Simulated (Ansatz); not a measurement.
# Cu2O: a point defect seen from the nuclei (Mg on a Cu site)

Wanted: the field gradients around Mg on a Cu site in Cu2O, cell charge +1, before and after the neighbours move. The cell is a supercell built from a structure deposited in the COD (the entry's cell lengths or inner coordinates differ somewhat from later room-temperature determinations). Planned: a single point, then a relaxation.

The COD entry's cell or inner coordinates are ideal or old and differ from later refinements, so a difference from it is no clean test against experiment.

Method: DFT, PBE, plane-wave PAW, default files, scalar-relativistic, in Ansatz 0.2.0.

## (1) The structure to begin with

The structure is trigonal, space group R-3m (No. 166). The conventional cell has a = 12.049 Å, b = 12.049 Å, c = 14.757 Å, α = 90.00°, β = 90.00°, γ = 120.00°. Mg (site symmetry -3m) has 2 O at 1.84 Å as nearest neighbours. Cu (site symmetry 2/m) has 2 O at 1.84 Å as nearest neighbours. Around Cu (site symmetry -3m) lie 2 O at 1.84 Å. Cu (site symmetry m) has 2 O at 1.84 Å as nearest neighbours. Around Cu (site symmetry 2) lie 2 O at 1.84 Å. Only part of the 12 independent sites is listed.

As a file:

```cif
data_structure
_symmetry_space_group_name_H-M 'R-3m:H'
_symmetry_Int_Tables_number 166
_cell_length_a 12.0491
_cell_length_b 12.0491
_cell_length_c 14.7571
_cell_angle_alpha 90.000
_cell_angle_beta 90.000
_cell_angle_gamma 120.000
_cell_volume 1855.41
loop_
_atom_site_label
_atom_site_type_symbol
_atom_site_symmetry_multiplicity
_atom_site_Wyckoff_symbol
_atom_site_fract_x
_atom_site_fract_y
_atom_site_fract_z
_atom_site_occupancy
Mg1 Mg 3 a 0.00000 0.00000 0.00000 1
Cu1 Cu 9 d 0.83333 0.66667 0.16667 1
Cu2 Cu 9 e 0.66667 0.83333 0.33333 1
Cu3 Cu 3 b 0.00000 0.00000 0.50000 1
Cu4 Cu 18 h 0.83333 0.91667 0.16667 1
Cu5 Cu 18 f 0.66667 0.58333 0.33333 1
Cu6 Cu 18 h 0.16667 0.08333 0.33333 1
Cu7 Cu 18 g 0.00000 0.75000 0.50000 1
O1 O 6 c 0.00000 0.00000 0.87500 1
O2 O 18 h 0.83333 0.66667 0.04167 1
O3 O 18 h 0.66667 0.83333 0.20833 1
O4 O 6 c 0.00000 0.00000 0.37500 1
```

Atom 1 of the input is the impurity.

## (2) Single point at the given positions

Contents of input.yaml:

```yaml
crystal:
  lattice:
    - [8.52, 0.0, 0.0]
    - [0.0, 8.52, 0.0]
    - [0.0, 0.0, 8.52]
  atoms:
    - { symbol: Mg, position: [0.125, 0.125, 0.125] }
    - { symbol: Cu, position: [0.125, 0.125, 0.625] }
    - { symbol: Cu, position: [0.125, 0.625, 0.125] }
    - { symbol: Cu, position: [0.125, 0.625, 0.625] }
    - { symbol: Cu, position: [0.625, 0.125, 0.125] }
    - { symbol: Cu, position: [0.625, 0.125, 0.625] }
    - { symbol: Cu, position: [0.625, 0.625, 0.125] }
    - { symbol: Cu, position: [0.625, 0.625, 0.625] }
    - { symbol: Cu, position: [0.125, 0.375, 0.375] }
    - { symbol: Cu, position: [0.125, 0.375, 0.875] }
    - { symbol: Cu, position: [0.125, 0.875, 0.375] }
    - { symbol: Cu, position: [0.125, 0.875, 0.875] }
    - { symbol: Cu, position: [0.625, 0.375, 0.375] }
    - { symbol: Cu, position: [0.625, 0.375, 0.875] }
    - { symbol: Cu, position: [0.625, 0.875, 0.375] }
    - { symbol: Cu, position: [0.625, 0.875, 0.875] }
    - { symbol: Cu, position: [0.375, 0.375, 0.125] }
    - { symbol: Cu, position: [0.375, 0.375, 0.625] }
    - { symbol: Cu, position: [0.375, 0.875, 0.125] }
    - { symbol: Cu, position: [0.375, 0.875, 0.625] }
    - { symbol: Cu, position: [0.875, 0.375, 0.125] }
    - { symbol: Cu, position: [0.875, 0.375, 0.625] }
    - { symbol: Cu, position: [0.875, 0.875, 0.125] }
    - { symbol: Cu, position: [0.875, 0.875, 0.625] }
    - { symbol: Cu, position: [0.375, 0.125, 0.375] }
    - { symbol: Cu, position: [0.375, 0.125, 0.875] }
    - { symbol: Cu, position: [0.375, 0.625, 0.375] }
    - { symbol: Cu, position: [0.375, 0.625, 0.875] }
    - { symbol: Cu, position: [0.875, 0.125, 0.375] }
    - { symbol: Cu, position: [0.875, 0.125, 0.875] }
    - { symbol: Cu, position: [0.875, 0.625, 0.375] }
    - { symbol: Cu, position: [0.875, 0.625, 0.875] }
    - { symbol: O, position: [0.0, 0.0, 0.0] }
    - { symbol: O, position: [0.0, 0.0, 0.5] }
    - { symbol: O, position: [0.0, 0.5, 0.0] }
    - { symbol: O, position: [0.0, 0.5, 0.5] }
    - { symbol: O, position: [0.5, 0.0, 0.0] }
    - { symbol: O, position: [0.5, 0.0, 0.5] }
    - { symbol: O, position: [0.5, 0.5, 0.0] }
    - { symbol: O, position: [0.5, 0.5, 0.5] }
    - { symbol: O, position: [0.25, 0.25, 0.25] }
    - { symbol: O, position: [0.25, 0.25, 0.75] }
    - { symbol: O, position: [0.25, 0.75, 0.25] }
    - { symbol: O, position: [0.25, 0.75, 0.75] }
    - { symbol: O, position: [0.75, 0.25, 0.25] }
    - { symbol: O, position: [0.75, 0.25, 0.75] }
    - { symbol: O, position: [0.75, 0.75, 0.25] }
    - { symbol: O, position: [0.75, 0.75, 0.75] }
total_charge: 1
kpoints:
  mp_grid: { grid: [2, 2, 2] }
scf:
  occupations: { method: fermi_dirac, width: 0.01 }
hamiltonian:
  xc: pbe
  pseudopotentials: { kind: paw }
output:
  forces: true
  stress: true
  populations: true
  efg:
    quadrupole_moments_barn: { Mg: 0.1994, Cu: -0.22, O: -0.02558 }
    contact_densities: true
```

Command:

```bash
$ ansatz run input.yaml --threads 4 --pin off --max-ram 8192MiB --backend cpu --events-out ev --progress --plain --runs-dir out
```

The log of the run:

```text
Warning: RAYON_NUM_THREADS=4 ignored (pool sized by the plan → 4); use --threads N
Engine: ansatz 0.2.0, aarch64-unknown-linux-gnu
Pseudopotentials: kind: paw
Pseudopotential: Mg, paw, valence charge 10, recommended cutoff 420 eV (normal), Mg.paw.azcp
Pseudopotential: Cu, paw, valence charge 19, recommended cutoff 420 eV (normal), Cu.paw.azcp
Pseudopotential: O, paw, valence charge 6, recommended cutoff 420 eV (normal), O.paw.azcp
Functional definition: PBE
  parameter kappa = 0.804
  parameter beta = 0.06672455060314922
  exchange = pbe_x(kappa = kappa, mu = beta*pi^2/3)
  correlation = pbe_c(beta = beta)
Crystal: 48 atoms, lattice volume = 618.470 Å³
Basis set: ecut = 420 eV, 12053 PW (Γ), exchange–correlation on 120×120×120 points (8 copies of the dense FFT grid, shifted against one another)
Bands: 417, of which v1, the nominal top of the filled ones, is band 347 counted from 1 (346 counted from 0)
Symmetry: 12 space group operations
Space group: R-3m (ITA 166), of the structure as read, at distance tolerance 8.5e-5 Å
k-points: 4 of 8
Non-local potential: Mg, projectors of the file, l = 0: 3, l = 1: 2, l = 2: 1
Non-local potential: Cu, projectors of the file, l = 0: 3, l = 1: 2, l = 2: 3, l = 3: 1
Non-local potential: O, projectors of the file, l = 0: 2, l = 1: 2, l = 2: 1
PAW form: soft (Blöchl's): semilocal exchange-correlation on the pseudo side does not see the compensation charge
PAW one-centre angular grid: Mg, 110 points (default); XC on 64 Gauss nodes
PAW one-centre angular grid: Cu, 590 points (default); XC on 64 Gauss nodes
PAW one-centre angular grid: O, 110 points (default); XC on 64 Gauss nodes
Initial density: superposition of atomic densities (neutral atoms scaled as one to the charged cell's electrons: chi_scale 0, normalization atom), corrected by the library's trained network
Initial wavefunctions: pseudopotential atomic-orbital guess
Functional: x = pbe(κ = 0.804, μ = 0.2195149727645171), c = pbe(β = 0.06672455060314922)
SCF iter   1: F=—  HF=-216375.682300 eV  |F-HF|=—  |Δ(HF+E_count)|=         —  Δρ=2.36e-2  dr2=2.25e0  ethr=1.77e-3  ⟨swp⟩=6.0  Hψ=6097  notcnv=0
preconditioner: auto → Resta (q_TF=auto, 2.781 Å⁻¹)  ε∞=10.7  [insulator: Δε(μ)=0.528 eV  Ē_g=10.028 eV  σ=0.010 eV  W_gap=1.00  n_scr=250 (ndim 8)  ℏωp=31.2 eV  f_vac=0.019  D(μ)=0.00/eV (n_scr^D=0)  ε∞_Penn≈10.7]
SCF iter   2: F=—  HF=-216375.499732 eV  |F-HF|=—  |Δ(HF+E_count)|=   1.83e-1  Δρ=1.57e-2  dr2=7.31e-1  ethr=3.25e-4  ⟨swp⟩=2.0  Hψ=2566  notcnv=0  defer=254
SCF iter   3: F=—  HF=-216375.245185 eV  |F-HF|=—  |Δ(HF+E_count)|=   2.55e-1  Δρ=2.95e-3  dr2=7.29e-2  ethr=1.05e-4  ⟨swp⟩=2.0  Hψ=2480  notcnv=0  defer=254
SCF iter   4: F=—  HF=-216375.245772 eV  |F-HF|=—  |Δ(HF+E_count)|=   5.86e-4  Δρ=2.32e-3  dr2=1.84e-2  ethr=1.05e-5  ⟨swp⟩=2.0  Hψ=2569  notcnv=0  defer=254
SCF iter   5: F=—  HF=-216375.258462 eV  |F-HF|=—  |Δ(HF+E_count)|=   1.27e-2  Δρ=3.46e-3  dr2=4.87e-2  ethr=2.65e-6  ⟨swp⟩=2.5  Hψ=2833  notcnv=0  defer=254
SCF iter   6: F=—  HF=-216375.253294 eV  |F-HF|=—  |Δ(HF+E_count)|=   5.17e-3  Δρ=8.26e-4  dr2=3.55e-3  ethr=2.65e-6  ⟨swp⟩=2.2  Hψ=2830  notcnv=0  defer=254
SCF iter   7: F=—  HF=-216375.252773 eV  |F-HF|=—  |Δ(HF+E_count)|=   5.22e-4  Δρ=4.33e-4  dr2=1.10e-3  ethr=5.12e-7  ⟨swp⟩=2.0  Hψ=2245  notcnv=0  defer=254
SCF iter   8: F=—  HF=-216375.252716 eV  |F-HF|=—  |Δ(HF+E_count)|=   5.63e-5  Δρ=1.81e-4  dr2=3.67e-4  ethr=1.59e-7  ⟨swp⟩=2.0  Hψ=1988  notcnv=0  defer=254
SCF iter   9: F=—  HF=-216375.252674 eV  |F-HF|=—  |Δ(HF+E_count)|=   4.25e-5  Δρ=2.52e-4  dr2=2.57e-4  ethr=5.28e-8  ⟨swp⟩=2.0  Hψ=2747  notcnv=0  defer=254
SCF iter  10: F=—  HF=-216375.252639 eV  |F-HF|=—  |Δ(HF+E_count)|=   3.47e-5  Δρ=1.29e-4  dr2=8.01e-5  ethr=3.71e-8  ⟨swp⟩=2.0  Hψ=2754  notcnv=0  defer=254
SCF iter  11: F=—  HF=-216375.251320 eV  |F-HF|=—  |Δ(HF+E_count)|=   1.32e-3  Δρ=5.22e-5  dr2=1.45e-5  ethr=1.15e-8  ⟨swp⟩=2.0  Hψ=2313  notcnv=0  defer=254
SCF iter  12: F=—  HF=-216375.251318 eV  |F-HF|=—  |Δ(HF+E_count)|=   2.04e-6  Δρ=2.25e-5  dr2=3.35e-6  ethr=2.09e-9  ⟨swp⟩=2.0  Hψ=2225  notcnv=0  defer=254
SCF iter  13: F=—  HF=-216375.251317 eV  |F-HF|=—  |Δ(HF+E_count)|=   4.99e-7  Δρ=1.01e-5  dr2=5.65e-7  ethr=4.83e-10  ⟨swp⟩=2.0  Hψ=2678  notcnv=0  defer=254
SCF iter  14: F=-216375.251317 eV  HF=-216375.251317 eV  |F-HF|=2.65e-8  |Δ(HF+E_count)|=   4.07e-8  Δρ=3.31e-6  dr2=8.74e-8  ethr=1.44e-11  ⟨swp⟩=7.5  Hψ=8168  notcnv=0
SCF 1 converged in 14 iterations: F = -216375.251317 eV  dr2 = 8.74e-8
SCF converged after 14 iterations
Free energy (F): -216375.251317 eV
Harris-Foulkes:  -216375.251317 eV  (|F-HF|=2.65e-8)
Internal energy: -216375.251317 eV  (E = F + TS)
E sigma→0 (E₀):  -216375.251317 eV
Fermi energy:    11.141260 eV
--- Per-component energies (eV) ---
[... 15 lines left out ...]
--- Forces (eV/Å), atoms counted from 1 ---
  atom   1  Mg    -0.00000000     0.00000000     0.00000000
  atom   2  Cu    -0.00000000    -0.00000000    -0.00000000
  atom   3  Cu    -0.00000000     0.00000000    -0.00000000
  atom   4  Cu     0.00000000     0.00000000    -0.00000000
  atom   5  Cu     0.00000000     0.00000000     0.00000000
  atom   6  Cu     0.00000000     0.00000000     0.00000000
[... 42 lines left out ...]
  max |Σ_I F_I| component: 5.55e-17 eV/Å
--- Stress (GPa, compression-positive) ---
        3.871330       0.358057       0.358057
        0.358057       3.871330       0.358057
        0.358057       0.358057       3.871330
  P = ⅓ Tr σ = 3.8713 GPa (38.713 kbar)
--- PAW observables at the nuclei: V_zz in 10²¹ V/m², potentials from the cell's mean, atoms counted from 1 ---
  atom   1  Mg V_zz =    -7.357042   η = 0.0000   by run symmetry: allowed   C_q = -35.4718 MHz
            electrostatic potential = -1104.435503 V   contact ρ = 7797.694058 e/Å³
  atom   2  Cu V_zz =    -5.424647   η = 0.1018   by run symmetry: allowed   C_q = +28.8568 MHz
            electrostatic potential = -3756.602570 V   contact ρ = 147556.982282 e/Å³
  atom   3  Cu V_zz =    -5.424647   η = 0.1018   by run symmetry: allowed   C_q = +28.8568 MHz
            electrostatic potential = -3756.602570 V   contact ρ = 147556.982282 e/Å³
  atom   4  Cu V_zz =    -5.355042   η = 0.1495   by run symmetry: allowed   C_q = +28.4866 MHz
            electrostatic potential = -3756.611943 V   contact ρ = 147557.443752 e/Å³
  atom   5  Cu V_zz =    -5.424647   η = 0.1018   by run symmetry: allowed   C_q = +28.8568 MHz
            electrostatic potential = -3756.602570 V   contact ρ = 147556.982282 e/Å³
  atom   6  Cu V_zz =    -5.355042   η = 0.1495   by run symmetry: allowed   C_q = +28.4866 MHz
            electrostatic potential = -3756.611943 V   contact ρ = 147557.443752 e/Å³
  atom   7  Cu V_zz =    -5.355042   η = 0.1495   by run symmetry: allowed   C_q = +28.4866 MHz
            electrostatic potential = -3756.611943 V   contact ρ = 147557.443752 e/Å³
  atom   8  Cu V_zz =    -5.311936   η = 0.0000   by run symmetry: allowed   C_q = +28.2573 MHz
            electrostatic potential = -3756.709345 V   contact ρ = 147557.092382 e/Å³
  atom   9  Cu V_zz =    -5.424188   η = 0.0812   by run symmetry: allowed   C_q = +28.8544 MHz
            electrostatic potential = -3756.537792 V   contact ρ = 147557.297711 e/Å³
  atom  10  Cu V_zz =    -4.901545   η = 0.8354   by run symmetry: allowed   C_q = +26.0741 MHz
            electrostatic potential = -3756.336298 V   contact ρ = 147558.453266 e/Å³
  atom  11  Cu V_zz =    -4.901545   η = 0.8354   by run symmetry: allowed   C_q = +26.0741 MHz
            electrostatic potential = -3756.336298 V   contact ρ = 147558.453266 e/Å³
  atom  12  Cu V_zz =    -5.424188   η = 0.0812   by run symmetry: allowed   C_q = +28.8544 MHz
            electrostatic potential = -3756.537792 V   contact ρ = 147557.297711 e/Å³
  atom  13  Cu V_zz =    -5.271843   η = 0.0054   by run symmetry: allowed   C_q = +28.0440 MHz
            electrostatic potential = -3756.628383 V   contact ρ = 147556.963573 e/Å³
  atom  14  Cu V_zz =    -5.259360   η = 0.0757   by run symmetry: allowed   C_q = +27.9776 MHz
            electrostatic potential = -3756.642098 V   contact ρ = 147557.308272 e/Å³
  atom  15  Cu V_zz =    -5.259360   η = 0.0757   by run symmetry: allowed   C_q = +27.9776 MHz
            electrostatic potential = -3756.642098 V   contact ρ = 147557.308272 e/Å³
  atom  16  Cu V_zz =    -5.271843   η = 0.0054   by run symmetry: allowed   C_q = +28.0440 MHz
            electrostatic potential = -3756.628383 V   contact ρ = 147556.963573 e/Å³
  atom  17  Cu V_zz =    -5.424188   η = 0.0812   by run symmetry: allowed   C_q = +28.8544 MHz
            electrostatic potential = -3756.537792 V   contact ρ = 147557.297711 e/Å³
  atom  18  Cu V_zz =    -5.271843   η = 0.0054   by run symmetry: allowed   C_q = +28.0440 MHz
            electrostatic potential = -3756.628383 V   contact ρ = 147556.963573 e/Å³
  atom  19  Cu V_zz =    -4.901545   η = 0.8354   by run symmetry: allowed   C_q = +26.0741 MHz
            electrostatic potential = -3756.336298 V   contact ρ = 147558.453266 e/Å³
  atom  20  Cu V_zz =    -5.259360   η = 0.0757   by run symmetry: allowed   C_q = +27.9776 MHz
            electrostatic potential = -3756.642098 V   contact ρ = 147557.308272 e/Å³
  atom  21  Cu V_zz =    -4.901545   η = 0.8354   by run symmetry: allowed   C_q = +26.0741 MHz
            electrostatic potential = -3756.336298 V   contact ρ = 147558.453266 e/Å³
  atom  22  Cu V_zz =    -5.259360   η = 0.0757   by run symmetry: allowed   C_q = +27.9776 MHz
            electrostatic potential = -3756.642098 V   contact ρ = 147557.308272 e/Å³
  atom  23  Cu V_zz =    -5.424188   η = 0.0812   by run symmetry: allowed   C_q = +28.8544 MHz
            electrostatic potential = -3756.537792 V   contact ρ = 147557.297711 e/Å³
  atom  24  Cu V_zz =    -5.271843   η = 0.0054   by run symmetry: allowed   C_q = +28.0440 MHz
            electrostatic potential = -3756.628383 V   contact ρ = 147556.963573 e/Å³
  atom  25  Cu V_zz =    -5.424188   η = 0.0812   by run symmetry: allowed   C_q = +28.8544 MHz
            electrostatic potential = -3756.537792 V   contact ρ = 147557.297711 e/Å³
  atom  26  Cu V_zz =    -4.901545   η = 0.8354   by run symmetry: allowed   C_q = +26.0741 MHz
            electrostatic potential = -3756.336298 V   contact ρ = 147558.453266 e/Å³
  atom  27  Cu V_zz =    -5.271843   η = 0.0054   by run symmetry: allowed   C_q = +28.0440 MHz
            electrostatic potential = -3756.628383 V   contact ρ = 147556.963573 e/Å³
  atom  28  Cu V_zz =    -5.259360   η = 0.0757   by run symmetry: allowed   C_q = +27.9776 MHz
            electrostatic potential = -3756.642098 V   contact ρ = 147557.308272 e/Å³
  atom  29  Cu V_zz =    -4.901545   η = 0.8354   by run symmetry: allowed   C_q = +26.0741 MHz
            electrostatic potential = -3756.336298 V   contact ρ = 147558.453266 e/Å³
  atom  30  Cu V_zz =    -5.424188   η = 0.0812   by run symmetry: allowed   C_q = +28.8544 MHz
            electrostatic potential = -3756.537792 V   contact ρ = 147557.297711 e/Å³
  atom  31  Cu V_zz =    -5.259360   η = 0.0757   by run symmetry: allowed   C_q = +27.9776 MHz
            electrostatic potential = -3756.642098 V   contact ρ = 147557.308272 e/Å³
  atom  32  Cu V_zz =    -5.271843   η = 0.0054   by run symmetry: allowed   C_q = +28.0440 MHz
            electrostatic potential = -3756.628383 V   contact ρ = 147556.963573 e/Å³
  atom  33  O  V_zz =    -4.601776   η = 0.0000   by run symmetry: allowed   C_q = +2.8463 MHz
            electrostatic potential = -623.448226 V   contact ρ = 2155.811359 e/Å³
  atom  34  O  V_zz =    +0.942311   η = 0.2670   by run symmetry: allowed   C_q = -0.5828 MHz
            electrostatic potential = -623.058401 V   contact ρ = 2155.950448 e/Å³
  atom  35  O  V_zz =    +0.942311   η = 0.2670   by run symmetry: allowed   C_q = -0.5828 MHz
            electrostatic potential = -623.058401 V   contact ρ = 2155.950448 e/Å³
  atom  36  O  V_zz =    -0.157733   η = 0.4005   by run symmetry: allowed   C_q = +0.0976 MHz
            electrostatic potential = -623.192321 V   contact ρ = 2155.840892 e/Å³
  atom  37  O  V_zz =    +0.942311   η = 0.2670   by run symmetry: allowed   C_q = -0.5828 MHz
            electrostatic potential = -623.058401 V   contact ρ = 2155.950448 e/Å³
  atom  38  O  V_zz =    -0.157733   η = 0.4005   by run symmetry: allowed   C_q = +0.0976 MHz
            electrostatic potential = -623.192321 V   contact ρ = 2155.840892 e/Å³
  atom  39  O  V_zz =    -0.157733   η = 0.4005   by run symmetry: allowed   C_q = +0.0976 MHz
            electrostatic potential = -623.192321 V   contact ρ = 2155.840892 e/Å³
  atom  40  O  V_zz =    +0.003032   η = 0.0000   by run symmetry: allowed   C_q = -0.0019 MHz
            electrostatic potential = -623.234743 V   contact ρ = 2155.853728 e/Å³
  atom  41  O  V_zz =    -4.601776   η = 0.0000   by run symmetry: allowed   C_q = +2.8463 MHz
            electrostatic potential = -623.448226 V   contact ρ = 2155.811359 e/Å³
  atom  42  O  V_zz =    +0.942311   η = 0.2670   by run symmetry: allowed   C_q = -0.5828 MHz
            electrostatic potential = -623.058401 V   contact ρ = 2155.950448 e/Å³
  atom  43  O  V_zz =    +0.942311   η = 0.2670   by run symmetry: allowed   C_q = -0.5828 MHz
            electrostatic potential = -623.058401 V   contact ρ = 2155.950448 e/Å³
  atom  44  O  V_zz =    -0.157733   η = 0.4005   by run symmetry: allowed   C_q = +0.0976 MHz
            electrostatic potential = -623.192321 V   contact ρ = 2155.840892 e/Å³
  atom  45  O  V_zz =    +0.942311   η = 0.2670   by run symmetry: allowed   C_q = -0.5828 MHz
            electrostatic potential = -623.058401 V   contact ρ = 2155.950448 e/Å³
  atom  46  O  V_zz =    -0.157733   η = 0.4005   by run symmetry: allowed   C_q = +0.0976 MHz
            electrostatic potential = -623.192321 V   contact ρ = 2155.840892 e/Å³
  atom  47  O  V_zz =    -0.157733   η = 0.4005   by run symmetry: allowed   C_q = +0.0976 MHz
            electrostatic potential = -623.192321 V   contact ρ = 2155.840892 e/Å³
  atom  48  O  V_zz =    +0.003032   η = 0.0000   by run symmetry: allowed   C_q = -0.0019 MHz
            electrostatic potential = -623.234743 V   contact ρ = 2155.853728 e/Å³
--- Band table (eV) ---
[... 4 lines left out ...]
--- Löwdin populations: 48 sites ---
  site symbol       q [e]
[... 48 lines left out ...]
  spilling = 0.004112 (of n_electrons = 694.000000)
```

Run time: 48 s. Hardware: 4 threads of Arm Neoverse V2, shared host; peak memory 4.1 GiB.

State: gap on the mesh 0.47 eV, largest force 0.611 eV/Å, pressure 3.9 GPa.

The printed gradients, by site: 11 of 12, those nearest the defect, the farthest of each element and the two largest gradients.

| site | atoms | distance from the defect (Å) | V_zz (10²¹ V/m²) | η | C_Q (MHz) |
| --- | --- | --- | --- | --- | --- |
| Mg | 1 | 0.00 | -7.36 | 0.00 | -35.5 (²⁵Mg) |
| O33 | 33, 41 | 1.84 | -4.60 | 0.00 | 2.85 (¹⁷O) |
| Cu9 | 9, 12, 17, 23, … | 3.01 | -5.42 | 0.08 | 28.9 (⁶³Cu) |
| Cu10 | 10, 11, 19, 21, … | 3.01 | -4.90 | 0.84 | 26.1 (⁶³Cu) |
| O34 | 34, 35, 37, 42, … | 3.53 | 0.94 | 0.27 | -0.583 (¹⁷O) |
| Cu2 | 2, 3, 5 | 4.26 | -5.42 | 0.10 | 28.9 (⁶³Cu) |
| O36 | 36, 38, 39, 44, … | 4.64 | -0.16 | 0.40 | 0.098 (¹⁷O) |
| Cu13 | 13, 16, 18, 24, … | 5.22 | -5.27 | 0.01 | 28.0 (⁶³Cu) |
| Cu14 | 14, 15, 20, 22, … | 5.22 | -5.26 | 0.08 | 28.0 (⁶³Cu) |
| O40 | 40, 48 | 5.53 | <0.01 | – | ≈0 (¹⁷O) |
| Cu8 | 8 | 7.38 | -5.31 | 0.00 | 28.3 (⁶³Cu) |

C_Q = eQV_zz/h, which is 24.18 MHz for Q = 1 b and V_zz = 10²¹ V/m²; η = (V_xx − V_yy)/V_zz. Q values from Pyykkö, Mol. Phys. 116, 1328 (2018).

Direction of the V_zz axis (Cartesian unit vector):

| site | atom | x | y | z |
| --- | --- | --- | --- | --- |
| Mg | 1 | 0.58 | 0.58 | 0.58 |
| Cu2 | 2 | 0.57 | 0.57 | 0.59 |
| Cu4 | 4 | 0.58 | 0.58 | 0.58 |
| Cu8 | 8 | 0.58 | 0.58 | 0.58 |
| Cu9 | 9 | -0.56 | 0.59 | 0.59 |
| Cu10 | 10 | -0.55 | 0.59 | 0.59 |
| Cu13 | 13 | 0.59 | -0.57 | -0.57 |
| Cu14 | 14 | -0.58 | 0.58 | 0.58 |
| O33 | 33 | 0.58 | 0.58 | 0.58 |
| O34 | 34 | -0.16 | -0.16 | 0.97 |

(Part 1 of 2 ends here.)
